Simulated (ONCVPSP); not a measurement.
# Al: generating and testing an ONCV potential

Do these settings give a usable potential? It is generated, then checked for transferability, scattering, ghosts and hardness.

The numbers are computed with ONCVPSP 4.0.1 (LDA (Perdew-Zunger), scalar-relativistic, spin-unpolarised reference atom).

## 1. Settings

Typed settings, in words:

```json
{"element": "aluminium (Al, Z = 13)", "type": "optimised norm-conserving Vanderbilt (ONCV)", "frozen core": "[Ne]", "valence charge": "3", "reference configuration": "3s2 3p1", "partial waves": "3s: rc 1.45 bohr, ncon 3, nbas 6, qcut 5.2 1/bohr, 2 projectors, debl 2.9 Ha; 3p: rc 2.65 bohr, ncon 4, nbas 9, qcut 2.8 1/bohr, 3 projectors, debl 3.8 Ha", "local potential": "polynomial inside 1.25 bohr (lpopt 5, dvloc0 0 Ha)", "core correction": "Teter function, fcfact 2.75, rcfact 1.1"}
```

The outer shells as boxes (Hund's rule for the drawing; the calculation is spin-unpolarised):

```
[Ne] core
3s [↑↓]
3p [↑ ][  ][  ]
```

The nodes and maxima of the atom's own shells, from an earlier all-electron run, set the scale for the radii.

All-electron outer shells of the reference configuration (LDA (Perdew-Zunger), scalar-relativistic, ld1.x):

```json
{"shell": "2s", "level (eV)": "-107.50", "outermost node (bohr)": "0.17", "outermost maximum (bohr)": "0.50"}
{"shell": "2p", "level (eV)": "-69.71", "outermost node (bohr)": "–", "outermost maximum (bohr)": "0.43"}
{"shell": "3s", "level (eV)": "-7.84", "outermost node (bohr)": "0.80", "outermost maximum (bohr)": "2.06"}
{"shell": "3p", "level (eV)": "-2.79", "outermost node (bohr)": "0.82", "outermost maximum (bohr)": "2.64"}
```

## 2. The generation run

Input file Al.dat:

```
# ATOM AND REFERENCE CONFIGURATION
# atsym  z   nc   nv     iexc    psfile
  Al 13.00    3    2        3      upf
#
#   n    l    f
    1    0    2.00
    2    0    2.00
    2    1    6.00
    3    0    2.00
    3    1    1.00
#
# PSEUDOPOTENTIAL AND OPTIMIZATION
# lmax
    1
#
#   l,   rc,      ep,       ncon, nbas, qcut
    0    1.45    0.00    3    6    5.20
    1    2.65    0.00    4    9    2.80
#
# LOCAL POTENTIAL
# lloc, lpopt,  rc(5),   dvloc0
    4    5    1.25    0.00
#
# VANDERBILT-KLEINMAN-BYLANDER PROJECTORs
# l, nproj, debl
    0    2    2.90
    1    3    3.80
#
# MODEL CORE CHARGE
# icmod, fcfact, rcfact
    3    2.75    1.10
#
# LOG DERIVATIVE ANALYSIS
# epsh1, epsh2, depsh
   -2.00    5.00    0.02
#
# OUTPUT GRID
# rlmax, drl
    6.00    0.01
#
# TEST CONFIGURATIONS
# ncnf
    4
# nvcnf
#   n    l    f
    2
    3    0    2.00
    3    1    0.00
#
    2
    3    0    1.00
    3    1    0.00
#
    2
    3    0    2.00
    3    1    0.50
#
    2
    3    0    1.00
    3    1    1.00
#
```

Launch:

```sh
$ oncvpsp.x < Al.dat > Al.out
```

What does the calculation give? Wanted: cutoffs for 1 and 0.1 mHa per electron, occupied waves; bound ghosts; GHOST(+) flags; largest test error; largest phase difference near zero energy, channels read; rms error of d²Exc/dn², without and with the model core.

As calculated:

| quantity | value |
| --- | --- |
| cutoffs for 1 and 0.1 mHa per electron, occupied waves | 10 Ha and 40 Ha |
| bound ghosts | s at -114.15 eV |
| GHOST(+) flags | none at low energy |
| largest test error (AE − PS) | +51 meV, for 3s1 3p0 |
| largest phase difference near zero energy, channels read | 0.002 rad |
| rms error of d²Exc/dn², without and with the model core | 3.39 and 2.33 mHa |

What this shows: A bound ghost (s) makes it unfit for use: electrons can fall into a state that the atom doesn't have. By total energies transferability is fair: the largest error is 51 meV on 25.2 eV, for 3s1 3p0. It counts as soft on the atom at that tolerance, with 10 Ha needed at the looser tolerance. The tighter tolerance needs 40 Ha, and converged work needs a cutoff nearer that. At the looser tolerance the 3s wave is the slowest; 3p needs 2 Ha. Near zero energy the phases of the channels with partial waves agree within 0.002 rad. These are tests on the free atom; a crystal test is still owed.
